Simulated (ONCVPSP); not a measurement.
**Pseudopotential generation for F: ONCV, PBE**

Aim: build the potential from the settings below, then test how well it stands in for the atom: other configurations, scattering, ghost states and the plane-wave cutoff that it needs.

Program: ONCVPSP 4.0.1.1 (patched build). Reference atom: PBE, scalar-relativistic, spherical and spin-unpolarised. All values are calculated.

### Step 1. The atom and the settings

The settings as typed:

| Property | Result |
| --- | --- |
| element | fluorine (F, Z = 9) |
| type | optimised norm-conserving Vanderbilt (ONCV) |
| frozen core | [He] |
| valence charge | 7 |
| reference configuration | 2s2 2p5 |
| partial waves | 2s: rc 0.65 bohr, ncon 4, nbas 9, qcut 8.2 1/bohr, 2 projectors, debl 2.7 Ha; 2p: rc 1.35 bohr, ncon 4, nbas 8, qcut 9.4 1/bohr, 3 projectors, debl 0.9 Ha; d scattering state at 0.28 Ha: rc 1.45 bohr, ncon 4, nbas 8, qcut 6.8 1/bohr, 2 projectors, debl 3.6 Ha |
| local potential | polynomial inside 0.40 bohr (lpopt 5, dvloc0 2 Ha) |
| core correction | not asked for |

The outer shells as boxes (Hund's rule for the drawing; the calculation is spin-unpolarised):

```
[He] core
2s [↑↓]
2p [↑↓][↑↓][↑ ]
```

The nodes and maxima of the atom's own shells, from an earlier all-electron run, set the scale for the radii.

All-electron outer shells of the reference configuration (PBE, scalar-relativistic, ld1.x):

```tsv
shell	level (eV)	outermost node (bohr)	outermost maximum (bohr)
1s	-663.37	–	0.11
2s	-29.90	0.24	0.76
2p	-11.11	–	0.71
```

### Step 2. Generating the potential

F.dat

```
# ATOM AND REFERENCE CONFIGURATION
# atsym  z   nc   nv     iexc    psfile
  F 9.00    1    2        4      upf
#
#   n    l    f
    1    0    2.00
    2    0    2.00
    2    1    5.00
#
# PSEUDOPOTENTIAL AND OPTIMIZATION
# lmax
    2
#
#   l,   rc,      ep,       ncon, nbas, qcut
    0    0.65    0.00    4    9    8.20
    1    1.35    0.00    4    8    9.40
    2    1.45    0.28    4    8    6.80
#
# LOCAL POTENTIAL
# lloc, lpopt,  rc(5),   dvloc0
    4    5    0.40    2.00
#
# VANDERBILT-KLEINMAN-BYLANDER PROJECTORs
# l, nproj, debl
    0    2    2.70
    1    3    0.90
    2    2    3.60
#
# MODEL CORE CHARGE
# icmod, fcfact, rcfact
    0    0.00    0.00
#
# LOG DERIVATIVE ANALYSIS
# epsh1, epsh2, depsh
   -3.00    5.00    0.02
#
# OUTPUT GRID
# rlmax, drl
    6.00    0.01
#
# TEST CONFIGURATIONS
# ncnf
    4
# nvcnf
#   n    l    f
    2
    2    0    2.00
    2    1    4.00
#
    2
    2    0    2.00
    2    1    3.00
#
    2
    2    0    2.00
    2    1    2.00
#
    2
    2    0    1.00
    2    1    5.00
#
```

On the command line:

```sh
oncvpsp.x < F.dat > F.out
```

Q: Predict the outcome of this session. Wanted: cutoffs for 1 and 0.1 mHa per electron, occupied waves; bound ghosts; GHOST(+) flags; largest test error; largest phase difference near zero energy, channels read.

As calculated:

```
                                                quantity                  value
  cutoffs for 1 and 0.1 mHa per electron, occupied waves      245 Ha and 533 Ha
                                            bound ghosts        d at -102.02 eV
                                          GHOST(+) flags     none at low energy
                            largest test error (AE − PS)  +882 meV, for 2s2 2p2
largest phase difference near zero energy, channels read              0.000 rad
```

It has a bound ghost (d), a state that the atom doesn't have, and that rules the file out. The worst unpolarised test, 2s2 2p2, is off by 882 meV on 118.4 eV; by total energies transferability rates as poor. That test lies far up in energy; among those under 40 eV, nearer to bonding, the largest error is 37 meV. The potential is very hard: the looser tolerance needs 245 Ha. At the looser tolerance the 2s wave is the slowest; 2p needs 35 Ha. Near zero energy the phases of the channels with partial waves agree within 0.001 rad. All of this concerns the isolated atom, not yet a solid.
